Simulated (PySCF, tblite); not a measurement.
# C7H3F3N3−: infrared bands and NMR shifts

Wanted: the infrared bands and NMR shifts of C7H3F3N3− (`FC(F)(F)c1ccc2[n-]nnc2c1`), by calculation.

Computed with tblite 0.8.0 and PySCF 2.14.0, with density-fitted response routines of our own, on a single molecule in the gas phase. Atoms are numbered from 0 throughout.

## Step 1: Starting geometry

16 atoms, charge -1, multiplicity 1; geometry from: GFN2-xTB.

Bonds of the start (Å): F0–C1 1.35, C1–F2 1.35, C1–F3 1.37, C1–C4 1.49, C4–C5 1.41, C5–C6 1.37, C6–C7 1.39, C7–N8 1.35, N8–N9 1.31, N9–N10 1.31, N10–C11 1.35, C11–C12 1.39, C12–C4 1.38, C11–C7 1.44, C5–H13 1.08, C6–H14 1.08, C12–H15 1.08.

## Step 2: Vibrational analysis with GFN2-xTB

Job settings and geometry (Å):

```
{"job": {"kind": "ir", "xc": "GFN2-xTB", "basis": "xTB"}, "charge": -1, "multiplicity": 1}
F      2.756627    -1.427442    -0.719602
C      2.379569    -0.329429    -0.030455
F      3.111165     0.682810    -0.555534
F      2.908187    -0.510542     1.215776
C      0.914740    -0.081553    -0.026782
C      0.465532     1.241468     0.167443
C     -0.873409     1.539100     0.206226
C     -1.781816     0.492093     0.055095
N     -3.127762     0.435881     0.041709
N     -3.451889    -0.825754    -0.136211
N     -2.424086    -1.628339    -0.244277
C     -1.317129    -0.860207    -0.132680
C      0.041732    -1.145052    -0.169916
H      1.203553     2.024692     0.279655
H     -1.216266     2.554556     0.350175
H      0.403654    -2.153337    -0.312031
```

**Question.** This job is followed by: GIAO PBE0/pcSseg-1 NMR shielding, non-relativistic, gas phase. Predict these results of the whole session: strongest single infrared mode (GFN2-xTB); zero-point energy (GFN2-xTB); 13C shifts against TMS (PBE0/pcSseg-1); 1H shifts against TMS (PBE0/pcSseg-1); 19F shifts against CFCl3 (PBE0/pcSseg-1, means over atoms taken as alike); 15N shifts against NH3 (PBE0/pcSseg-1).

**Answer**, as computed:

| quantity | value |
| --- | --- |
| strongest single infrared mode (GFN2-xTB) | 961 cm⁻¹, 335 km/mol |
| zero-point energy (GFN2-xTB) | 58.5 kcal/mol |
| 13C shifts against TMS (PBE0/pcSseg-1) | 154.7, 151.7, 139.2, 118.7, 118.4, 117.7, 115.7 ppm |
| 1H shifts against TMS (PBE0/pcSseg-1) | 8.30, 7.92, 7.20 ppm |
| 19F shifts against CFCl3 (PBE0/pcSseg-1, means over atoms taken as alike) | -72.2 ppm |
| 15N shifts against NH3 (PBE0/pcSseg-1) | 474.3, 366.6, 362.0 ppm |

**Reading.** All 42 modes are real, so the xTB geometry is a minimum. The strongest single mode, at 961 cm⁻¹, moves mainly C1. GFN2-xTB is a fitted tight-binding method: band positions and strengths are rough. Its intensities can rank the bands wrongly. At PBE0/pcSseg-1: The largest span, 625 ppm, is at N9, where the paramagnetic term is -524 ppm. NICS(1)zz of -29 ppm above the planar ring from C4 marks a diatropic (aromatic) ring current. NICS(1)zz of -42 ppm above the planar ring from C7 marks a diatropic (aromatic) ring current.
